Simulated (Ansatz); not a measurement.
# BaSr: the cost of one run

Computed with Ansatz 0.2.0 (DFT LDA, scalar-relativistic, plane waves, PAW, unless a step's input says otherwise).

### Step 1. The starting structure

It takes space group P-1 (No. 2, triclinic). Conventional cell: a = 4.278 Å, b = 8.136 Å, c = 28.514 Å, α = 90.00°, β = 90.00°, γ = 99.45°. Around Ba (site symmetry 1) lie 3 Sr at 4.27 Å and 3 Ba at 4.28 Å. Around Sr (site symmetry 1) lie 3 Ba at 4.27 Å and 3 Sr at 4.28 Å. Ba (site symmetry 1) has 4 Sr at 4.27 Å and 4 Ba at 4.28 Å in its first shell of neighbours. Sr (site symmetry 1) is surrounded by 4 Ba at 4.27 Å and 4 Sr at 4.28 Å.

Coordinates:

```
Ba Sr
1.0
     4.27835    0.00000    0.00000
    -1.33653    8.02595    0.00000
     0.00000    0.00000   28.51385
Ba Sr
4 4
Direct
  0.23229 0.74357 0.31564
  0.46457 0.48714 0.43855
  0.69686 0.23072 0.56145
  0.92915 0.97429 0.68436
  0.73229 0.24357 0.31564
  0.96457 0.98714 0.43855
  0.19686 0.73072 0.56145
  0.42915 0.47429 0.68436
```

Slab cut from the bulk at the bulk's listed lattice constants, lower half held.

### Step 2. Relaxing the atoms

Contents of input.yaml:

```yaml
crystal:
  lattice:
    - [4.27835378, 0.0, 0.0]
    - [-1.33652794, 8.02594806, 0.0]
    - [0.0, 0.0, 28.5138469185]
  atoms:
    - { symbol: Ba, position: [0.23228682, 0.74357233, 0.3156361197] }
    - { symbol: Sr, position: [0.73228682, 0.24357233, 0.3156361197] }
    - { symbol: Ba, position: [0.46457364, 0.48714467, 0.4385453699] }
    - { symbol: Sr, position: [0.96457364, 0.98714467, 0.4385453699] }
    - { symbol: Ba, position: [0.69686046, 0.230717, 0.5614546301] }
    - { symbol: Sr, position: [0.19686046, 0.730717, 0.5614546301] }
    - { symbol: Ba, position: [0.92914729, 0.97428933, 0.6843638803] }
    - { symbol: Sr, position: [0.42914729, 0.47428933, 0.6843638803] }
basis:
  ecutwfc: 420.0
  fft_grid_basis: typed
kpoints:
  mp_grid: { grid: [6, 4, 1] }
hamiltonian:
  xc: lda
  pseudopotentials: { kind: paw }
scf:
  occupations: { method: gaussian, width: 0.1 }
output:
  forces: true
  eigenvalues: true
efield:
  axis: 3
  dipole_correction: true
  ramp_width: 0.04
relax:
  adjacent_minimum: "off"
  f_tol: 0.04
  max_steps: 40
  constraints: [{ sites: [0, 1, 2, 3] }]
```

On the command line:

```sh
$ ansatz run input.yaml --threads 1 --pin off --max-ram 2211MiB --backend cpu --events-out ev --progress --plain --runs-dir out
```

What time and memory should one allow on 1 thread of Arm Neoverse N1, shared host?

About 14 min, with a peak of 0.95 GiB.
